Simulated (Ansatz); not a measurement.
# CH₅NOSn: one species, many methods

The task here is to estimate one member of a computed series from the others.

Program: Ansatz 0.2.0, Gaussian basis. Level of theory: functionals in def2-TZVPP, the program's frozen cores in correlated methods. These are calculated values, not measurements.

Plan: PBE-D4, r2SCAN-D4, PBE0-D4, B3LYP-D4, ωB97X-V, ωB97M-V, B2PLYP; CCSD(T)/def2-TZVPP; MP2/def2-QZVPP; extrapolation to the limit.

**The relaxed structure**

The geometry comes from an earlier relaxation with PBE0-D4 in a triple-zeta def2 set; it is a stationary point, not always the lowest conformer. Sn takes the def2 core potential; no spin-orbit term is included.

SMILES `N[C](=O)[SnH3]`, 9 atoms, charge 0, spin multiplicity 1.

Atoms are counted from 1 here; the program's logs count them from 0.

Bond lengths: N1–C2 1.353 Å, N1–H5 1.003 Å, N1–H6 1.010 Å, C2–O3 1.209 Å, C2–Sn4 2.201 Å, Sn4–H7 1.715 Å, Sn4–H8 1.701 Å, Sn4–H9 1.702 Å. Angles: C2–N1–H5 121.7°, C2–N1–H6 119.0°, H5–N1–H6 119.2°, N1–C2–O3 123.2°, N1–C2–Sn4 116.8°, O3–C2–Sn4 120.0°, C2–Sn4–H7 110.8°, C2–Sn4–H8 108.1°, C2–Sn4–H9 108.2°, H7–Sn4–H8 109.7°, H7–Sn4–H9 109.7°, H8–Sn4–H9 110.4°.

As a file:

```
N     1.0226    1.3167    0.0752
C    -0.2560    0.8760    0.0644
O    -1.2116    1.6136    0.1319
Sn   -0.5541   -1.2998   -0.0840
H     1.7995    0.6842    0.0174
H     1.1983    2.3088    0.1422
H     0.9525   -2.1154   -0.1729
H    -1.4598   -1.6160   -1.4892
H    -1.4027   -1.8144    1.2981
```

The first run:

in.yaml

```yaml
crystal:
  periodic: [false, false, false]
  atoms:
    - {symbol: N, position_ang: [1.022613, 1.316717, 0.075173]}
    - {symbol: C, position_ang: [-0.256021, 0.875951, 0.064391]}
    - {symbol: O, position_ang: [-1.211637, 1.613632, 0.131862]}
    - {symbol: Sn, position_ang: [-0.554071, -1.299807, -0.084016]}
    - {symbol: H, position_ang: [1.799454, 0.684208, 0.017388]}
    - {symbol: H, position_ang: [1.198288, 2.308794, 0.142187]}
    - {symbol: H, position_ang: [0.952534, -2.115354, -0.172944]}
    - {symbol: H, position_ang: [-1.459811, -1.615987, -1.489239]}
    - {symbol: H, position_ang: [-1.402747, -1.814354, 1.298096]}
basis:
  gaussian: {orbitals: def2-TZVPP}
hamiltonian: {xc: pbe, dispersion: d4}
output: {forces: true, orbitals: {seedname: orbitals}}
```

Started as:

```bash
$ ansatz run in.yaml --threads 4 --pin off --events-out ev --progress --plain --max-ram 10444MiB
```

Steps of the session up to this table: PBE-D4 (GGA); r2SCAN-D4 (meta-GGA); PBE0-D4 (hybrid); B3LYP-D4 (hybrid); ωB97X-V (range-separated); ωB97M-V (range-separated); B2PLYP (double hybrid); CCSD(T) in def2-TZVPP; MP2 in def2-QZVPP.

One of the session's tables, all rows but one given; the rest of the session is left out.

It belongs to the step «Atomisation energies». 

```
            method  atoms, summed (eV)  atomisation energy (kJ/mol)
            PBE-D4          -10451.491                       3062.4
         r2SCAN-D4                   ?                            ?
           PBE0-D4          -10452.755                       2966.6
          B3LYP-D4          -10460.001                       2978.4
           ωB97X-V          -10455.384                       2995.7
           ωB97M-V          -10454.425                       2980.5
            B2PLYP          -10448.814                       2934.9
     HF/def2-TZVPP          -10415.153                       1946.5
    MP2/def2-TZVPP          -10430.589                       2912.9
   CCSD/def2-TZVPP          -10431.951                       2822.1
CCSD(T)/def2-TZVPP          -10432.308                       2884.3
           MP2/CBS          -10442.056                       3005.1
       CCSD(T)/CBS          -10443.774                       2976.6
```

Q: Estimate the row for r2SCAN-D4 from the others.

The run gave: atoms, summed (eV): -10457.413; atomisation energy (kJ/mol): 2973.9. In the column «atoms, summed (eV)» it lies between B3LYP-D4 (-10460.001) and ωB97X-V (-10455.384).

Limits of these values: Free atoms (1 N, 1 C, 1 O, 1 Sn, 5 H) were run apart at each level; the atomisation energy is their sum less the molecule, without zero-point or spin-orbit terms.
